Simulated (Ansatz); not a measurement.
# Sn2Ge3Se5: the cost of one run

Computed with Ansatz 0.2.0 (DFT PBE, scalar-relativistic, plane waves, PAW, unless a step names another level, unless a step's input says otherwise).

## Step 1: Starting point

The structure is tetragonal, space group I4/mmm (No. 139). The conventional cell has a = 4.136 Å, b = 4.136 Å, c = 29.560 Å, α = 90.00°, β = 90.00°, γ = 90.00°. Sn (site symmetry 4mm) is surrounded by 6 Se at 2.90 to 3.17 Å. Ge (site symmetry 4mm) has 5 Se at 2.62 to 2.92 Å in its first shell of neighbours. Around Ge (site symmetry 4/mmm) lie 6 Se at 2.83 to 2.92 Å. Around Se (site symmetry 4mm) lie 5 Ge at 2.62 to 2.92 Å and 1 Sn at 3.17 Å. Se (site symmetry 4mm) has 1 Ge at 2.83 Å and 4 Sn at 2.93 Å in its first shell of neighbours. Se (site symmetry 4/mmm) has 2 Sn at 2.90 Å and 4 Ge at 2.92 Å in its first shell of neighbours.

Structure file:

```
CELL_PARAMETERS angstrom
-2.06805 2.06805 14.78015
2.06805 -2.06805 14.78015
2.06805 2.06805 -14.78015
ATOMIC_POSITIONS crystal
Sn 0.90186 0.90186 0.00000
Sn 0.09814 0.09814 0.00000
Ge 0.70613 0.70613 0.00000
Ge 0.29387 0.29387 0.00000
Ge 0.50000 0.50000 0.00000
Se 0.79471 0.79471 0.00000
Se 0.40431 0.40431 0.00000
Se 0.00000 0.00000 0.00000
Se 0.59569 0.59569 0.00000
Se 0.20529 0.20529 0.00000
```

The cell was relaxed beforehand at this level, from a generated guess; it is a trial structure. At a tolerance of 0.05 Å it has space group I4/mmm (No. 139); it has 25.28 Å³/atom, an uncorrected energy of -0.28 eV/atom over the elements.

## Step 2: Bands, states and charges

input.yaml reads:

```yaml
crystal:
  lattice:
    - [-2.068050669, 2.068050669, 14.7801529793]
    - [2.068050669, -2.068050669, 14.7801529793]
    - [2.068050669, 2.068050669, -14.7801529793]
  atoms:
    - { symbol: Sn, position: [0.9018610157, 0.9018610157, 0.0] }
    - { symbol: Sn, position: [0.0981389843, 0.0981389843, 0.0] }
    - { symbol: Ge, position: [0.7061293666, 0.7061293666, 0.0] }
    - { symbol: Ge, position: [0.2938706334, 0.2938706334, 0.0] }
    - { symbol: Ge, position: [0.5, 0.5, 0.0] }
    - { symbol: Se, position: [0.7947124522, 0.7947124522, 0.0] }
    - { symbol: Se, position: [0.4043111015, 0.4043111015, 0.0] }
    - { symbol: Se, position: [0.0, 0.0, 0.0] }
    - { symbol: Se, position: [0.5956888985, 0.5956888985, 0.0] }
    - { symbol: Se, position: [0.2052875478, 0.2052875478, 0.0] }
basis:
  ecutwfc: 420
kpoints:
  mp_grid: { grid: [12, 12, 12] }
  band_path:
    path:
      - [[0.0, 0.0, 0.0], [0.0, 0.0, 0.5], [0.25, 0.25, 0.25], [0.0, 0.5, 0.0], [0.0, 0.0, 0.0], [0.5, 0.5, -0.5], [0.25489446, 0.74510554, -0.25489446]]
      - [[-0.25489446, 0.25489446, 0.25489446], [0.0, 0.0, 0.0]]
      - [[0.0, 0.0, 0.5], [-0.00978891, 0.00978891, 0.5]]
      - [[0.5, 0.5, -0.00978891], [0.5, 0.5, -0.5]]
    npoints: 14
hamiltonian:
  xc: pbe
scf:
  occupations: { method: gaussian, width: 0.1 }
  n_extra_bands: 25
output:
  forces: true
  stress: true
  eigenvalues: true
  populations: true
  dos: { projected: true, de: 0.02, nscf_kmesh: { grid: [15, 15, 15] } }
  bader: true
  write_density: true
  write_potential: true
  elf: true
  volumetric_format: npy
```

The run is started by

```sh
$ ansatz run input.yaml --threads 4 --pin off --max-ram 8192MiB --backend cpu --events-out ev --progress --plain --runs-dir out
```

**Question.** How long does this run take on 4 threads of Intel Xeon at 2.50GHz (Skylake/Cascade Lake), shared host, and how much memory does it need?

About 11 min, with a peak of 4.5 GiB.
